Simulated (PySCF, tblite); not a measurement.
# C₄H₃F₂NO: geometry, infrared bands and NMR shifts

What infrared bands and NMR shifts should C₄H₃F₂NO (`NC(=O)C#CC(F)F`) show?

The runs use tblite 0.8.0 and PySCF 2.14.0, with density-fitted response routines of our own; the level of theory stands in each step. All values are computed, except where a source is named. Atoms count from 0, in the outputs and in this text.

## (1) Starting geometry

11 atoms, charge 0, multiplicity 1; geometry from: force field or distance geometry start.

Bonds of the start (Å): N0–C1 1.35, C1–O2 1.24, C1–C3 1.44, C3–C4 1.20, C4–C5 1.46, C5–F6 1.36, C5–F7 1.34, N0–H8 1.01, N0–H9 1.01, C5–H10 1.09.

## (2) Geometry optimisation with GFN2-xTB

Job settings and geometry (Å):

```
{"job": {"kind": "relax", "xc": "GFN2-xTB", "basis": "xTB"}, "charge": 0, "multiplicity": 1}
N      2.150500    -0.380600    -1.436900
C      1.669800    -0.504200    -0.176700
O      2.370200    -0.908900     0.765500
C      0.295000    -0.141600     0.031100
C     -0.856200     0.148900     0.221200
C     -2.253200     0.511300     0.429400
F     -2.434400     1.805600     0.052700
F     -3.027500    -0.240200    -0.371000
H      3.110400    -0.624800    -1.614600
H      1.556900    -0.049500    -2.188700
H     -2.576100     0.386800     1.466100
```

Launch:

```sh
$ OMP_NUM_THREADS=1 python probes_run.py task.json out
```

One launch serves the whole session: the jobs run in the order shown.

Log:

```text
step      E/eV     max force
  0    -720.30179    2.563
  1    -720.32085    2.525
  2    -720.36298    0.694
  3    -720.36429    1.063
  4    -720.37193    0.255
  5    -720.37476    0.165
  6    -720.37565    0.125
  7    -720.37599    0.058
  8    -720.37627    0.063
  9    -720.37659    0.096
 10    -720.37685    0.073
 11    -720.37699    0.027
 12    -720.37705    0.026
 13    -720.37710    0.030
 14    -720.37715    0.031
 15    -720.37718    0.016
 16    -720.37719    0.012
 17    -720.37720    0.011
 18    -720.37721    0.013
 19    -720.37723    0.015
 20    -720.37724    0.012
 21    -720.37725    0.009
```

Wall time 0.14 s (1 thread of Arm Neoverse N1, shared host).

Relaxation path:

| step | energy from step 0 (eV) | largest force (eV/Å) |
| --- | --- | --- |
| 0 | 0.0000 | 2.5632 |
| 1 | -0.0191 | 2.5253 |
| 2 | -0.0612 | 0.6944 |
| 3 | -0.0625 | 1.0635 |
| 4 | -0.0701 | 0.2550 |
| 5 | -0.0730 | 0.1651 |
| 6 | -0.0739 | 0.1254 |
| 7 | -0.0742 | 0.0577 |
| 8 | -0.0745 | 0.0629 |
| 9 | -0.0748 | 0.0959 |
| 10 | -0.0751 | 0.0728 |
| 11 | -0.0752 | 0.0273 |
| 12 | -0.0753 | 0.0259 |
| 13 | -0.0753 | 0.0302 |
| 14 | -0.0754 | 0.0311 |
| 15 | -0.0754 | 0.0164 |
| 16 | -0.0754 | 0.0124 |
| 17 | -0.0754 | 0.0115 |
| 18 | -0.0754 | 0.0125 |
| 19 | -0.0754 | 0.0146 |
| 20 | -0.0755 | 0.0121 |
| 21 | -0.0755 | 0.0094 |

Close pairs (by a distance rule), those that changed most:

| bond | before (Å) | after (Å) | change (Å) |
| --- | --- | --- | --- |
| C1–O2 | 1.242 | 1.206 | -0.035 |
| C1–C3 | 1.437 | 1.457 | +0.020 |
| C5–F7 | 1.343 | 1.357 | +0.013 |
| C5–H10 | 1.093 | 1.103 | +0.010 |
| N0–H9 | 1.014 | 1.005 | -0.009 |
| C5–F6 | 1.360 | 1.357 | -0.004 |
| N0–C1 | 1.354 | 1.351 | -0.003 |
| C4–C5 | 1.458 | 1.456 | -0.002 |

The next job starts from the end point, and lists it.

## (3) Vibrational analysis with GFN2-xTB

Job settings and geometry (Å):

```
{"job": {"kind": "ir", "xc": "GFN2-xTB", "basis": "xTB"}, "charge": 0, "multiplicity": 1}
N      2.146336    -0.381651    -1.425910
C      1.695770    -0.515675    -0.159234
O      2.358410    -0.905289     0.770539
C      0.296729    -0.135432    -0.018971
C     -0.843946     0.144971     0.233222
C     -2.240169     0.513757     0.418308
F     -2.450974     1.805473     0.061544
F     -3.047621    -0.239355    -0.369861
H      3.103374    -0.620180    -1.627685
H      1.555103    -0.052387    -2.168272
H     -2.567588     0.388438     1.464454
```

Log:

```text
mode    cm-1     km/mol
  1      -2.1     17.54
  2      79.5     16.07
  3      86.6      0.36
  4     178.8      0.25
  5     204.1      0.29
  6     347.1    247.43
  7     352.0      5.65
  8     461.1     13.47
  9     505.5      0.41
 10     542.8      3.79
 11     549.3     31.80
 12     599.0     42.28
 13     674.0     20.24
 14     732.8      7.52
 15     989.5     52.82
 16    1001.8    220.74
 17    1033.5      6.66
 18    1111.0     86.34
 19    1232.2      7.35
 20    1254.0     23.31
 21    1281.3    281.83
 22    1440.1    123.57
 23    1760.8    521.19
 24    2359.6      7.56
 25    2859.6     17.21
 26    3469.7     31.62
 27    3544.4     12.69
```

Wall time 0.35 s (1 thread of Arm Neoverse N1, shared host).

Which atoms move in the most intense modes:

| cm⁻¹ | km/mol | atoms |
| --- | --- | --- |
| 347 | 247.4 | H9 66 %, N0 19 %, H8 14 % |
| 599 | 42.3 | C3 17 %, O2 15 %, N0 13 %, F7 11 % |
| 990 | 52.8 | C5 34 %, F7 12 %, F6 12 %, C3 11 % |
| 1002 | 220.7 | C5 64 %, F6 16 %, F7 16 % |
| 1111 | 86.3 | C5 28 %, H10 25 %, C3 14 %, C4 10 % |
| 1281 | 281.8 | C1 52 %, H8 16 %, N0 10 % |
| 1440 | 123.6 | H9 39 %, H8 32 %, N0 20 % |
| 1761 | 521.2 | C1 63 %, O2 33 % |

## (4) Shielding tensors: PBE0/pcSseg-1

Same as in step 3 but for these lines:

```diff
@@ -1,2 +1,2 @@
-{"job": {"kind": "ir", "xc": "GFN2-xTB", "basis": "xTB"}, "charge": 0, "multiplicity": 1}
+{"job": {"kind": "nmr", "xc": "PBE0", "basis": "pcSseg-1"}, "charge": 0, "multiplicity": 1}
 N      2.146336    -0.381651    -1.425910
```

With the program's defaults for keys left out, this is: GIAO PBE0/pcSseg-1 NMR shielding, non-relativistic, gas phase.

Log:

```text
coarse grid: 10528 points
cycle   1  E = -482.9918139871  dE =  1.517e+00  |g| = 1.068e+00  |ddm| = 3.360e+00
cycle   2  E = -482.2719127863  dE =  7.199e-01  |g| = 2.172e+00  |ddm| = 4.006e+00
cycle   3  E = -483.1748058808  dE = -9.029e-01  |g| = 3.856e-01  |ddm| = 3.268e+00
cycle   4  E = -483.2034585971  dE = -2.865e-02  |g| = 1.051e-01  |ddm| = 4.107e-01
cycle   5  E = -483.2051536778  dE = -1.695e-03  |g| = 3.073e-02  |ddm| = 1.028e-01
cycle   6  E = -483.2053686604  dE = -2.150e-04  |g| = 8.166e-03  |ddm| = 4.479e-02
cycle   7  E = -483.2053813528  dE = -1.269e-05  |g| = 3.304e-03  |ddm| = 7.850e-03
cycle   8  E = -483.2053830858  dE = -1.733e-06  |g| = 1.476e-03  |ddm| = 3.174e-03
final grid: 106360 points
cycle   9  E = -483.2739252149  dE = -1.711e-05  |g| = 1.279e-02  |ddm| = 5.021e-02
cycle  10  E = -483.2738233791  dE =  1.018e-04  |g| = 2.621e-02  |ddm| = 3.574e-02
cycle  11  E = -483.2739560984  dE = -1.327e-04  |g| = 1.841e-03  |ddm| = 2.546e-02
cycle  12  E = -483.2739567391  dE = -6.407e-07  |g| = 3.469e-04  |ddm| = 1.691e-03
cycle  13  E = -483.2739567546  dE = -1.549e-08  |g| = 1.334e-04  |ddm| = 3.877e-04
cycle  14  E = -483.2739567566  dE = -2.012e-09  |g| = 8.088e-05  |ddm| = 1.424e-04
cycle  15  E = -483.2739567581  dE = -1.472e-09  |g| = 1.781e-05  |ddm| = 6.113e-05
cycle  16  E = -483.2739567581  dE = -6.594e-11  |g| = 3.726e-06  |ddm| = 1.890e-05
converged SCF energy = -483.2739567581

GIAO shielding tensors (ppm)
atom      isotropic    diamagn.    paramagn.     s11        s22        s33       span
  0 N      143.804     323.204    -179.400     40.621    150.514    240.278    199.657
  1 C       34.571     245.877    -211.305    -66.454     74.953     95.214    161.668
  2 O     -107.346     400.761    -508.107   -411.950   -232.742    322.653    734.603
  3 C       99.081     257.234    -158.153     10.197     32.375    254.670    244.473
  4 C      105.926     264.113    -158.187     24.404     32.602    260.774    236.370
  5 C       76.904     237.900    -160.996     57.952     72.985     99.774     41.822
  6 F      298.022     471.334    -173.312    171.709    340.806    381.552    209.843
  7 F      297.969     471.054    -173.086    171.616    340.796    381.493    209.877
  8 H       26.956      28.844      -1.888     22.479     23.295     35.094     12.616
  9 H       26.371      32.661      -6.290     22.103     25.589     31.421      9.318
 10 H       25.046      26.028      -0.982     22.774     23.420     28.943      6.168
```

Run time: 24 s. Hardware: 1 thread of Arm Neoverse N1, shared host; peak memory 0.7 GiB.

The references, computed at this level on geometries of the same kind, shield at (ppm): 1H TMS 31.72, 13C TMS 186.9, 19F CFCl3 170.9, 15N NH3 267.7, 17O H2O 336.1. Their shielding less the atom's gives the shift. The references are single molecules in the gas phase, so shifts against H2O, NH3, PH3, H3PO4 or CFCl3 are not on the usual liquid scales and can be off by tens of ppm. Atoms listed in one row are averaged.

| atoms | environment | σ (ppm) | δ (ppm) | δ scaled to CDCl3 |
| --- | --- | --- | --- | --- |
| C1 | amide carbonyl carbon | 34.6 | 152.4 | 146.8 |
| C5 | propargylic sp3 CH bonded to 2 F | 76.9 | 110.0 | 105.5 |
| C3 | alkyne carbon | 99.1 | 87.8 | 83.8 |
| C4 | alkyne carbon | 105.9 | 81.0 | 77.1 |
| H10 | hydrogen on a propargylic sp3 CH bonded to 2 F | 25.05 | 6.67 | 6.39 |
| H9 | hydrogen on an amide-type nitrogen | 26.37 | 5.35 | – |
| H8 | hydrogen on an amide-type nitrogen | 26.96 | 4.76 | – |
| N0 | amide-type nitrogen | 143.8 | 123.9 | – |
| O2 | amide-type carbonyl oxygen | -107.3 | 443.4 | – |
| F6, F7 | fluorine of a CF2 group | 298.0 | -127.0 | – |

The scaled column applies a straight-line fit of computed shieldings to shifts measured in CDCl3, and one for carbons that bear F (root-mean-square error 0.16 ppm for H, 1.9 ppm for C).

Charges from the same density, by scheme (e):

| atoms | Mulliken | IAO | Hirshfeld | ESP fit |
| --- | --- | --- | --- | --- |
| N0 | -0.38 | -0.49 | -0.16 | -0.95 |
| C1 | 0.35 | 0.44 | 0.18 | 0.91 |
| O2 | -0.38 | -0.46 | -0.27 | -0.55 |
| C3 | -0.03 | -0.06 | -0.03 | -0.33 |
| C4 | -0.10 | -0.05 | -0.05 | -0.02 |
| C5 | 0.57 | 0.44 | 0.16 | 0.41 |
| F6, F7 | -0.29 | -0.29 | -0.10 | -0.21 |

Mayer bond orders: N0–C1 1.24, C1–O2 1.95, C1–C3 0.97, C3–C4 2.33, C4–C5 1.08, C5–F6 0.96, C5–F7 0.96.

## (5) Outcome

```
                                                                 quantity                         value
                                strongest single infrared mode (GFN2-xTB)         1761 cm⁻¹, 521 km/mol
                                             zero-point energy (GFN2-xTB)                 41.0 kcal/mol
                                   13C shifts against TMS (PBE0/pcSseg-1)  152.4, 110.0, 87.8, 81.0 ppm
                                    1H shifts against TMS (PBE0/pcSseg-1)          6.67, 5.35, 4.76 ppm
                                   15N shifts against NH3 (PBE0/pcSseg-1)                     123.9 ppm
                                   17O shifts against H2O (PBE0/pcSseg-1)                     443.4 ppm
19F shifts against CFCl3 (PBE0/pcSseg-1, means over atoms taken as alike)                    -127.0 ppm
```

Relaxing lowered the energy by 0.075 eV in 21 steps; the close pair that moved most is C1–O2, from 1.242 to 1.206 Å. The lowest mode is slightly imaginary (2i cm⁻¹), a soft motion within the noise of the Hessian, so the minimum is not strictly shown. The strongest single mode, at 1761 cm⁻¹, moves mainly C1 and O2. GFN2-xTB is a fitted tight-binding method: band positions and strengths are rough. Its intensities can rank the bands wrongly. C1 (amide carbonyl carbon) lies farthest downfield among carbon, at 152.4 ppm; it is a carbonyl in resonance with an O or N lone pair, the region of acids, esters and amides. The most deshielded hydrogen is H10 (hydrogen on a propargylic sp3 CH bonded to 2 F), at 6.67 ppm: its carbon carries F, an electronegative neighbour. At PBE0/pcSseg-1: The largest span, 735 ppm, is at O2, where the paramagnetic term is -508 ppm.
